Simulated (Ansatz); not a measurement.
# CH₅F₂NZr: small, medium and large basis sets

How large a basis does CH₅F₂NZr need? Two functionals are run in growing sets.

The runs use Ansatz 0.2.0, Gaussian basis; one geometry, several basis sets.

Plan: PBE0-D4/def2-SVP; ωB97M-V/def2-SVP; PBE0-D4/def2-QZVPP; ωB97M-V/def2-QZVPP; the functionals' def2-TZVPP values are taken from earlier runs.

**1. The geometry**

The geometry comes from an earlier relaxation with PBE0-D4 in a triple-zeta def2 set; it is a stationary point, not always the lowest conformer. Zr takes the def2 core potential; no spin-orbit term is included.

SMILES `[CH3][Zr]([NH2])([F])[F]`, 10 atoms, charge 0, spin multiplicity 1.

Atoms are counted from 1 here; the program's logs count them from 0.

Bond lengths: C1–Zr2 2.220 Å, C1–H6 1.097 Å, C1–H7 1.095 Å, C1–H8 1.095 Å, Zr2–N3 2.018 Å, Zr2–F4 1.909 Å, Zr2–F5 1.909 Å, N3–H9 1.012 Å, N3–H10 1.012 Å. Angles: Zr2–C1–H6 110.3°, Zr2–C1–H7 111.7°, Zr2–C1–H8 111.7°, H6–C1–H7 107.7°, H6–C1–H8 107.8°, H7–C1–H8 107.5°, C1–Zr2–N3 105.0°, C1–Zr2–F4 105.8°, C1–Zr2–F5 105.8°, N3–Zr2–F4 110.8°, N3–Zr2–F5 110.8°, F4–Zr2–F5 117.7°, Zr2–N3–H9 125.7°, Zr2–N3–H10 125.7°, H9–N3–H10 108.5°.

As a file:

```
C    -1.53259   -0.40622    0.20363
Zr    0.28491    0.57312   -0.61125
N     1.81109   -0.15469    0.49080
F     0.41983   -0.01049   -2.42390
F     0.05305    2.44169   -0.29628
H    -2.42320   -0.06522   -0.33863
H    -1.48149   -1.49621    0.10966
H    -1.67722   -0.17271    1.26380
H     2.17986    0.26109    1.33617
H     2.36575   -0.97036    0.26600
```

**2. PBE0-D4 in def2-SVP**

The input, in.yaml:

```yaml
crystal:
  periodic: [false, false, false]
  atoms:
    - {symbol: C, position_ang: [-1.532590, -0.406221, 0.203630]}
    - {symbol: Zr, position_ang: [0.284911, 0.573115, -0.611251]}
    - {symbol: N, position_ang: [1.811090, -0.154690, 0.490801]}
    - {symbol: F, position_ang: [0.419834, -0.010492, -2.423896]}
    - {symbol: F, position_ang: [0.053047, 2.441691, -0.296284]}
    - {symbol: H, position_ang: [-2.423199, -0.065216, -0.338629]}
    - {symbol: H, position_ang: [-1.481491, -1.496211, 0.109662]}
    - {symbol: H, position_ang: [-1.677222, -0.172710, 1.263798]}
    - {symbol: H, position_ang: [2.179859, 0.261094, 1.336168]}
    - {symbol: H, position_ang: [2.365751, -0.970359, 0.266004]}
basis:
  gaussian: {orbitals: def2-SVP}
hamiltonian: {xc: pbe0, dispersion: d4}
output: {orbitals: {seedname: orbitals}}
```

After this run come: ωB97M-V in def2-SVP; PBE0-D4 in def2-QZVPP; ωB97M-V in def2-QZVPP.

**Question.** What will the summary of the whole plan be? Wanted: PBE0-D4: double and triple zeta above quadruple; ωB97M-V: double and triple zeta above quadruple.

**Answer**, as computed:

| quantity | value |
| --- | --- |
| PBE0-D4: double and triple zeta above quadruple | 10.63, 0.54 eV |
| ωB97M-V: double and triple zeta above quadruple | 10.90, 0.51 eV |

PBE0-D4 gains 10.09 eV from double to triple zeta, then 0.54 eV more. These are total energies; as a rule much of such shifts cancels in differences, which this series doesn't test.
